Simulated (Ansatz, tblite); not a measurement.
# Si(CCH)Cl3 (C₂HCl₃Si): a ladder of methods and basis sets

How do method and basis change the picture of Si(CCH)Cl3 (C₂HCl₃Si) (singlet)?

The runs use Ansatz 0.2.0, Gaussian basis; as each input shows.

The runs, in order: GFN1-xTB, GFN2-xTB, PBE-D4/def2-TZVP, r2SCAN-D4/def2-TZVP, BLYP-D4/def2-TZVP, B3LYP-D4/def2-TZVP, BHLYP-D4/def2-TZVP, PBE-D4/def2-SVP, PBE0-D4/def2-SVP, HF/STO-3G, HF/6-31G, B3LYP-D4/6-31G, PBE0-D4/def2-TZVPD, PBE-D4/def2-TZVPD, BLYP-D4/def2-TZVPD, CCSD(T)/def2-TZVPP, MP2/def2-TZVP, RPA/def2-TZVP.

2 further runs of the same task are left out: 2 set aside as unsound or not needed. Runs told in other sessions of the task aren't counted.

### 1 The geometry

The geometry is that of the singlet, from an earlier relaxation (r2SCAN-D4/def2-SVP).

7 atoms, charge 0, spin multiplicity 1.

Bond lengths: Si1–C2 1.807 Å, Si1–Cl5 2.047 Å, Si1–Cl6 2.047 Å, Si1–Cl7 2.047 Å, C2–C3 1.220 Å, C3–H4 1.076 Å. Angles: C2–Si1–Cl5 109.8°, C2–Si1–Cl6 109.9°, C2–Si1–Cl7 109.8°, Cl5–Si1–Cl6 109.1°, Cl5–Si1–Cl7 109.1°, Cl6–Si1–Cl7 109.2°, Si1–C2–C3 179.6°, C2–C3–H4 179.8°.

PBE0-D4/def2-TZVP was run before; its log isn't repeated, and its numbers join the tables.

### 2 GFN1-xTB

Tight binding, by tblite at 300 K electronic temperature and without a spin-polarisation term:

```python
tblite.interface.Calculator('GFN1-xTB', numbers, positions, charge=0, uhf=0).singlepoint()
```

Energy -531.1982 eV, HOMO -12.55 eV, LUMO -6.76 eV; 0.023 s.

### 3 GFN2-xTB

Tight binding, by tblite at 300 K electronic temperature and without a spin-polarisation term:

```python
tblite.interface.Calculator('GFN2-xTB', numbers, positions, charge=0, uhf=0).singlepoint()
```

Energy -550.0884 eV, HOMO -12.02 eV, LUMO -6.94 eV; 0.021 s.

### 4 PBE-D4/def2-TZVP

start.molden holds the orbitals of an earlier run on this state, given as this run's starting guess.

The input, in.yaml:

```yaml
crystal:
  periodic: [false, false, false]
  atoms:
    - {symbol: Si, position_ang: [0.000403, 0.003830, -0.978987]}
    - {symbol: C, position_ang: [0.001751, 0.000974, 0.827925]}
    - {symbol: C, position_ang: [-0.001647, -0.007422, 2.047893]}
    - {symbol: H, position_ang: [-0.001902, -0.011474, 3.124341]}
    - {symbol: Cl, position_ang: [1.925633, 0.008550, -1.675157]}
    - {symbol: Cl, position_ang: [-0.965427, 1.671171, -1.670947]}
    - {symbol: Cl, position_ang: [-0.958811, -1.665640, -1.675058]}
basis:
  gaussian: {orbitals: def2-TZVP, initial_orbitals: start.molden}
hamiltonian: {xc: pbe, dispersion: d4}
scf: {omitted_lower_state_checks: [starts]}
output: {forces: true, orbitals: {seedname: orbitals}}
```

On the command line:

```sh
ansatz run in.yaml --threads 4 --pin off --events-out ev --progress --plain --max-ram 4787MiB
```

The runs that follow: r2SCAN-D4/def2-TZVP; BLYP-D4/def2-TZVP; B3LYP-D4/def2-TZVP; BHLYP-D4/def2-TZVP; PBE-D4/def2-SVP; PBE0-D4/def2-SVP; HF/STO-3G; HF/6-31G; B3LYP-D4/6-31G; PBE0-D4/def2-TZVPD; PBE-D4/def2-TZVPD; BLYP-D4/def2-TZVPD; CCSD(T)/def2-TZVPP; MP2/def2-TZVP; RPA/def2-TZVP.

**Question.** What will the summary of the whole plan be? Wanted: gap in def2-TZVP, named functionals, smallest and largest; correlation energy, CCSD(T)/def2-TZVPP; correlation energy, MP2/def2-TZVP; binding an atom, CCSD(T)/def2-TZVPP; PBE0 total energy, smallest basis above largest.

As calculated:

| quantity | value |
| --- | --- |
| gap in def2-TZVP, named functionals, smallest and largest | 5.65 eV (BLYP-D4), 10.00 eV (BHLYP-D4) |
| correlation energy, CCSD(T)/def2-TZVPP | -29.24 eV |
| correlation energy, MP2/def2-TZVP | -26.10 eV |
| binding an atom, CCSD(T)/def2-TZVPP | 4.007 eV |
| PBE0 total energy, smallest basis above largest | 18.23 eV (def2-SVP, def2-TZVPD) |

What this shows: Orbital gaps of the named functionals in def2-TZVP span 5.65 eV (BLYP-D4) to 10.00 eV (BHLYP-D4); exact exchange widens it. A small miss in a minimal or small basis is a cancelling of errors, not accuracy. The functionals in def2-TZVP miss CCSD(T)/def2-TZVPP by -0.048 (BHLYP-D4) to +0.266 eV (PBE-D4) an atom. The reference is CCSD(T) in one finite basis, so it carries an error of its own, often a tenth of an eV or more, and near misses can't be ranked.
